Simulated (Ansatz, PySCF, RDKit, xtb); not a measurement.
**Which structure has the formula BGeH5O?**

Task: start from the formula BGeH5O, draw up candidate structures, narrow them down in stages, and characterise the one that lies lowest at 298.15 K.

Plan: many cheap relaxations first (GFN2-xTB), then density-functional screening, relaxation at r2SCAN-D4/def2-SVP, vibrations and a final energy. The numbers are computed, not measured.

7 further runs of the same task are left out: 7 set aside as unsound or not needed.

## (1) Drawing up candidates

A program enumerates the bonding patterns with one Lewis structure each (two rings at most, one unusual centre or charged pair), with their diastereomers. O–O, O–halogen and N–halogen bonds and N–N–N chains are not drawn. That gives 10 candidates.

| label | SMILES | spin |
| --- | --- | --- |
| c073 | B[OH+][GeH2-] | singlet |
| c271 | [OH2+][BH-]=[GeH2] | singlet |
| c300 | [BH3-][GeH+][OH] | singlet |
| c416 | B[O][GeH3] | singlet |
| c693 | O[BH][GeH3] | singlet |
| c772 | [BH3-][O+]=[GeH2] | singlet |
| c775 | [BH2-]1[OH+][GeH2]1 | singlet |
| c924 | [BH2][GeH-][OH2+] | singlet |
| c962 | O[BH2-][GeH2+] | singlet |
| c970 | [BH2][GeH2][OH] | singlet |

Candidates are built by distance geometry, with a force field where one applies, in up to four conformers (letters a to d). 14 starts with atoms placed at random are added, to find patterns that the rules miss.

**Question.** With final energies at CCSD(T)/def2-TZVP, which structure will this search put lowest in free energy, and by what margin?

| quantity | value |
| --- | --- |
| lowest structure found | B[O][GeH3], singlet, Cs |
| next finalist | O[BH][GeH3], singlet, 10.9 kcal/mol higher in G |
| share at equilibrium, among the finalists | 100.0 % |
| harmonic wavenumbers, lowest and highest (r2SCAN-D4/def2-SVP) | 68 and 2603 cm⁻¹ |
| rotational constants, same geometry | 1.237, 0.1381, 0.1305 cm⁻¹ |
| dipole moment (PBE0/def2-TZVPD) | 2.02 D |
| HOMO energy (PBE0/def2-TZVPD) | -8.12 eV |
| LUMO energy (PBE0/def2-TZVPD) | -0.39 eV |
| HOMO–LUMO gap (PBE0/def2-TZVPD) | 7.73 eV |
| lowest excitation (TD-B3LYP/def2-SVPD) | 5.82 eV (f = 0.000) |
| strongest of the states computed, same level | 7.95 eV (f = 0.102) |
| lowest triplet excitation, same level, Tamm-Dancoff | 5.31 eV |
| vertical ionisation energy | 10.47 eV |
| vertical electron affinity | -0.95 eV (unbound: the value depends on the basis) |
| vertical triplet less singlet | +5.26 eV |

`B[O][GeH3]` comes out lowest. Among the finalists first place is clear (10.9 kcal/mol); structures outside the list aren't covered. GFN2-xTB, HF/STO-3G, r2SCAN-D4/def2-SVP, r2SCAN-D4/def2-SVP, relaxed, HF/def2-TZVP and MP2/def2-TZVP already put its bonding pattern lowest among the structures in one piece. Lowest found is not proven lowest: the search is finite, and each finalist counts with one conformer. Patterns outside the rules of the enumeration were met only by chance. The lowest isomer need not be the one that is made and kept in a bottle, which depends on barriers.
